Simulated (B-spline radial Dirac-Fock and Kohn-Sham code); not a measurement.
# An X-ray data sheet for Ho⁶³⁺, step by step

What does theory give for the Ho⁶³⁺ ion? The session works out its X-ray form factor and Compton profile, the binding energy of each subshell and its two-hole states.

The numbers are computed with B-spline radial Dirac-Fock and Kohn-Sham code (version 2): a free atom or ion on a radial basis; each step names its model.

## Step 1: The atom as given

Ho⁶³⁺, configuration 1s2 2s2.

```
nuclear charge     : 67
electrons          : 4
mass number        : 165
nuclear rms radius : 5.2022 fm
```

Outer shells as boxes (Hund's rule, for the drawing alone; heavy ions are jj-coupled, and the calculation averages over the configuration):

```
[He] core
2s [↑↓]
```

## Step 2: Form factor and Compton profile

Model: Dirac-Fock average of configuration, finite nucleus; form factor of the spherical density, Waller-Hartree incoherent function, impulse-approximation Compton profiles.

The run's settings:

```ini
task = scatter
Z = 67
charge = 63
configuration = 1s2 2s2
mass_number = 165
rms_radius = 5.2022  # fm
s = [0.0, 0.05, 0.1, 0.15, 0.2, 0.25, 0.3, 0.35, 0.4, 0.45, 0.5, 0.6, 0.7, 0.8, 0.9, 1.0, 1.1, 1.2, 1.4, 1.6, 1.8, 2.0, 2.5, 3.0, 3.5, 4.0, 5.0, 6.0]  # 1/A
pz = [0, 0.1, 0.2, 0.3, 0.4, 0.5, 0.6, 0.8, 1.0, 1.2, 1.4, 1.6, 1.8, 2.0, 2.5, 3.0, 4.0, 5.0, 7.0, 10.0, 15.0, 20.0, 30.0, 40.0, 60.0, 100.0]  # a.u.
photon_energy = [1000, 8047.8, 20000, 30000, 100000, 200000, 500000, 1000000]  # eV
```

## Step 3: Binding energies

Model: Dirac-Fock average of configuration, Delta-SCF, finite nucleus, first-order Breit with its frequency dependence, self-energy and vacuum polarisation.

Settings, as recorded:

```ini
task = binding
```

## Step 4: Double vacancies and Auger multiplets

Model: Dirac-Fock average of configuration, Delta-SCF, finite nucleus, first-order Breit with its frequency dependence, self-energy and vacuum polarisation; two-hole levels by intermediate coupling within the shell, Auger rates as independent-particle Coulomb matrix elements.

Settings, as recorded:

```ini
task = double
```

Before running it: what results should come out? Wanted: rms radius of the electron cloud; form factor halves at; Compton profile at zero; deepest level listed, K; least bound, L1; largest U, K K.

As calculated:

| quantity | value |
| --- | --- |
| rms radius of the electron cloud | 0.0665 bohr |
| form factor halves at | 5.8 1/Å |
| Compton profile at zero | 0.09978 1/a.u. |
| deepest level listed, K (1s) | 62960.5 eV |
| least bound, L1 (2s) | 15447.9 eV |
| ionisation energy, NIST (theoretical) | 15448.0 eV |
| largest U, K K | 1357.6 eV |

In words: f falls from 4 to half of that at s = 5.8 1/Å. Incoherent scattering outweighs coherent from 500 keV on, among the energies asked. For K (1s), relaxation takes off 5.63 eV, Breit terms shift it by -126.97 and QED by -86.92 eV. NIST's ionisation energy differs by +0.14 eV from the least binding energy, within its stated uncertainty. U runs from 297.6 eV (L1 L1) to 1357.6 eV (K K). The Hartree-Fock and Dirac-Fock values hold no electron correlation.
